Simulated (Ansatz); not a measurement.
# TiPS4: the cost of one run

Computed, not measured: Ansatz 0.2.0, DFT, r2SCAN, no spin polarisation, plane waves, PAW.

## 1. The cell

It takes space group Cmcm (No. 63, orthorhombic). Conventional cell: a = 6.516 Å, b = 9.728 Å, c = 7.805 Å, α = 90.00°, β = 90.00°, γ = 90.00°. S (site symmetry m) has 1 P at 1.92 Å and 2 Ti at 2.61 Å as nearest neighbours. P (site symmetry m2m) is surrounded by 4 S at 1.87 to 1.92 Å. Ti (site symmetry 2/m) is surrounded by 6 S at 2.40 to 2.61 Å. S (site symmetry m) has 1 P at 1.87 Å and 1 Ti at 2.40 Å as nearest neighbours.

Symmetry-reduced, conventional setting; the input below types the cell that was run:

```cif
data_structure
_symmetry_space_group_name_H-M 'Cmcm'
_symmetry_Int_Tables_number 63
_cell_length_a 6.5157
_cell_length_b 9.7283
_cell_length_c 7.8054
_cell_angle_alpha 90.000
_cell_angle_beta 90.000
_cell_angle_gamma 90.000
_cell_volume 494.76
loop_
_atom_site_label
_atom_site_type_symbol
_atom_site_symmetry_multiplicity
_atom_site_Wyckoff_symbol
_atom_site_fract_x
_atom_site_fract_y
_atom_site_fract_z
_atom_site_occupancy
S1 S 8 g 0.74080 0.96300 0.25000 1
P1 P 4 c 0.50000 0.85010 0.25000 1
Ti1 Ti 4 a 0.00000 0.00000 0.00000 1
S2 S 8 f 0.50000 0.74300 0.05090 1
```

It starts from an earlier solution of the starting cell (checkpoint.read).

## 2. Relaxing

File input.yaml:

```yaml
crystal:
  lattice:
    - [3.257841, 4.864166, 0.0]
    - [3.257841, -4.864166, 0.0]
    - [0.0, 0.0, -7.805415]
  atoms:
    - { symbol: S, position: [0.7038, 0.7778, 0.75] }
    - { symbol: S, position: [0.2962, 0.2222, 0.25] }
    - { symbol: S, position: [0.7778, 0.7038, 0.25] }
    - { symbol: S, position: [0.2222, 0.2962, 0.75] }
    - { symbol: P, position: [0.3501, 0.6499, 0.75] }
    - { symbol: P, position: [0.6499, 0.3501, 0.25] }
    - { symbol: Ti, position: [0.0, 0.0, 0.0] }
    - { symbol: Ti, position: [0.0, 0.0, 0.5] }
    - { symbol: S, position: [0.243, 0.757, 0.9491] }
    - { symbol: S, position: [0.757, 0.243, 0.4491] }
    - { symbol: S, position: [0.757, 0.243, 0.0509] }
    - { symbol: S, position: [0.243, 0.757, 0.5509] }
  symmetry: { tolerance: 0.0003 }
kpoints:
  mp_grid: { grid: [5, 5, 3], shift: [0, 0, 0] }
magnetization:
  spin_polarized: false
scf:
  occupations: { method: fermi_dirac }
  lower_state_search: "off"
hamiltonian:
  pseudopotentials: { kind: paw }
  xc: r2scan
basis:
  ecutwfc: 500
  fft_grid_basis: typed
relax:
  max_steps: 80
  cell: { p_target: 0.0 }
  f_tol: 0.03
output:
  forces: true
  stress: true
  eigenvalues: true
  bader: true
  populations: true
  elf: true
  write_potential: true
  volumetric_format: npy
  dos:
    e_range: [-12, 8]
    de: 0.05
    projected: { site_lists: { P: [P], S: [S], Ti: [Ti] } }
  write_density: true
checkpoint:
  read: saved_state
```

Command:

```sh
$ ansatz run input.yaml --threads 2 --pin off --max-ram 2560MiB --backend cpu --events-out ev --progress --plain --runs-dir out
```

**Question.** How long does this run take on 2 threads of Intel Xeon Platinum 8488C (Sapphire Rapids), shared host, and how much memory does it need?

About 3.2 min, with a peak of 1.3 GiB.
